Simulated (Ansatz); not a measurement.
# CH₄BO₂ radical: one species, many methods

An exercise on one series of results from a longer session: the logs are not shown, and one member is left open.

Computed with Ansatz 0.2.0, Gaussian basis. Level: functionals in def2-TZVPP, the program's frozen cores in correlated methods.

Levels to be run: PBE-D4, r2SCAN-D4, PBE0-D4, B3LYP-D4, ωB97X-V, ωB97M-V, B2PLYP; CCSD(T)/def2-TZVPP; CCSD(T)/def2-QZVPP; extrapolation to the limit.

**The relaxed structure**

The geometry comes from an earlier relaxation with PBE0-D4 in a triple-zeta def2 set; it is a stationary point, not always the lowest conformer.

SMILES `CO[B]O`, 8 atoms, charge 0, spin multiplicity 2.

Atoms are counted from 1 here; the program's logs count them from 0.

Bond lengths: C1–O2 1.416 Å, C1–H5 1.092 Å, C1–H6 1.091 Å, C1–H7 1.091 Å, O2–B3 1.345 Å, B3–O4 1.345 Å, O4–H8 0.967 Å. Angles: O2–C1–H5 111.3°, O2–C1–H6 108.9°, O2–C1–H7 108.8°, H5–C1–H6 109.4°, H5–C1–H7 109.4°, H6–C1–H7 109.0°, C1–O2–B3 122.7°, O2–B3–O4 123.4°, B3–O4–H8 113.4°.

As a file:

```
C    -0.7431    0.6782    0.7708
O    -0.1702   -0.0134   -0.3233
B     1.0120   -0.6500   -0.2422
O     1.5688   -1.3118   -1.2717
H    -0.0998    0.6284    1.6520
H    -1.7115    0.2315    1.0032
H    -0.8921    1.7221    0.4891
H     1.0357   -1.2850   -2.0778
```

Set-up of the first run:

The input, in.yaml:

```yaml
crystal:
  periodic: [false, false, false]
  atoms:
    - {symbol: C, position_ang: [-0.743088, 0.678226, 0.770817]}
    - {symbol: O, position_ang: [-0.170157, -0.013377, -0.323335]}
    - {symbol: B, position_ang: [1.012008, -0.650047, -0.242201]}
    - {symbol: O, position_ang: [1.568839, -1.311754, -1.271748]}
    - {symbol: H, position_ang: [-0.099762, 0.628382, 1.651970]}
    - {symbol: H, position_ang: [-1.711468, 0.231491, 1.003219]}
    - {symbol: H, position_ang: [-0.892063, 1.722093, 0.489077]}
    - {symbol: H, position_ang: [1.035691, -1.285035, -2.077799]}
basis:
  gaussian: {orbitals: def2-TZVPP}
magnetization: {spin_polarized: true, initial_magnetization: 1}
hamiltonian: {xc: pbe, dispersion: d4}
output: {forces: true, orbitals: {seedname: orbitals}}
```

On the command line:

```
$ ansatz run in.yaml --threads 2 --pin off --events-out ev --progress --plain --max-ram 32768MiB --backend cpu
```

Steps of the session up to this table: PBE-D4 (GGA); r2SCAN-D4 (meta-GGA); PBE0-D4 (hybrid); B3LYP-D4 (hybrid); ωB97X-V (range-separated); ωB97M-V (range-separated); B2PLYP (double hybrid); CCSD(T) in def2-TZVPP; CCSD(T) in def2-QZVPP.

One of the session's tables, all rows but one given; the rest of the session is left out.

```
            method  atoms, summed (eV)  atomisation energy (kJ/mol)
            PBE-D4           -5834.770                       3257.2
         r2SCAN-D4           -5839.199                       3197.6
           PBE0-D4           -5835.890                       3175.8
          B3LYP-D4           -5842.953                       3170.2
           ωB97X-V                   ?                            ?
           ωB97M-V           -5840.293                       3169.7
            B2PLYP           -5838.495                       3143.3
     HF/def2-TZVPP           -5819.299                       2306.7
    MP2/def2-TZVPP           -5829.992                       3165.6
   CCSD/def2-TZVPP           -5832.016                       3027.2
CCSD(T)/def2-TZVPP           -5832.262                       3075.6
           MP2/CBS           -5832.093                       3246.5
       CCSD(T)/CBS           -5834.187                       3155.2
```

Q: Estimate the row for ωB97X-V from the others.

As computed: atoms, summed (eV): -5840.630; atomisation energy (kJ/mol): 3158.2. In the column «atoms, summed (eV)» it lies between B3LYP-D4 (-5842.953) and ωB97M-V (-5840.293).

Caveats from the session: Free atoms (1 C, 2 O, 1 B, 4 H) were run apart at each level; the atomisation energy is their sum less the molecule, without zero-point or spin-orbit terms.
